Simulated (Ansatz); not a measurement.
# Ti3Al5: the cost of one run

Computed with Ansatz 0.2.0 (DFT LDA, scalar-relativistic, plane waves, PAW, unless a step's input says otherwise).

## 1. The structure to begin with

The structure is orthorhombic, space group Pmmm (No. 47). The conventional cell has a = 3.901 Å, b = 4.014 Å, c = 8.083 Å, α = 90.00°, β = 90.00°, γ = 90.00°. Around Ti (site symmetry mm2) lie 10 Al at 2.72 to 2.94 Å and 2 Ti at 2.90 Å. Around Ti (site symmetry mmm) lie 8 Al at 2.80 Å and 4 Ti at 2.90 Å. Al (site symmetry mmm) is surrounded by 4 Al at 2.76 Å and 8 Ti at 2.80 to 2.94 Å. Al (site symmetry mmm) is surrounded by 4 Ti at 2.76 Å and 8 Al at 2.80 to 2.85 Å. Al (site symmetry mmm) is surrounded by 4 Ti at 2.72 Å and 8 Al at 2.80 to 2.89 Å. Al (site symmetry mm2) is surrounded by 6 Al at 2.76 to 2.89 Å and 6 Ti at 2.80 Å.

Coordinates:

```xyz
8
Lattice="3.9010 0.0000 0.0000 0.0000 4.0139 0.0000 0.0000 0.0000 8.0833" Properties=species:S:1:pos:R:3 pbc="T T T"
Ti    0.0000    2.0070    2.1426
Ti    0.0000    2.0070    5.9407
Ti    1.9505    2.0070    0.0000
Al    0.0000    0.0000    0.0000
Al    0.0000    0.0000    4.0416
Al    1.9505    2.0070    4.0416
Al    1.9505    0.0000    1.9580
Al    1.9505    0.0000    6.1252
```

The structure comes from the Materials Project (structure only).

(A quick probe on a coarse mesh, which set the mesh and smearing, is not shown.)

## 3. Relaxing cell and atoms

Contents of input.yaml:

```yaml
crystal:
  lattice:
    - [3.90101378, 0.0, 0.0]
    - [0.0, 4.01393894, 0.0]
    - [0.0, 0.0, 8.0832905]
  atoms:
    - { symbol: Ti, position: [0.0, 0.5, 0.26506523] }
    - { symbol: Ti, position: [0.0, 0.5, 0.73493477] }
    - { symbol: Ti, position: [0.5, 0.5, 0.0] }
    - { symbol: Al, position: [0.0, 0.0, 0.0] }
    - { symbol: Al, position: [0.0, 0.0, 0.5] }
    - { symbol: Al, position: [0.5, 0.5, 0.5] }
    - { symbol: Al, position: [0.5, 0.0, 0.24223368] }
    - { symbol: Al, position: [0.5, 0.0, 0.75776632] }
basis:
  ecutwfc: 420
kpoints:
  mp_grid: { grid: [10, 10, 6] }
hamiltonian:
  xc: lda
scf:
  occupations: { method: gaussian, width: 0.1 }
output:
  forces: true
  stress: true
  eigenvalues: true
relax:
  adjacent_minimum: "off"
  f_tol: 0.005
  max_steps: 80
  cell: { stress_tol: 0.05 }
```

Command:

```bash
> ansatz run input.yaml --threads 4 --pin off --max-ram 12288MiB --backend cpu --events-out ev --progress --plain --runs-dir out
```

**Question.** How long does this run take on 4 threads of Arm Neoverse V2, shared host, and how much memory does it need?

About 49 s, with a peak of 0.78 GiB.
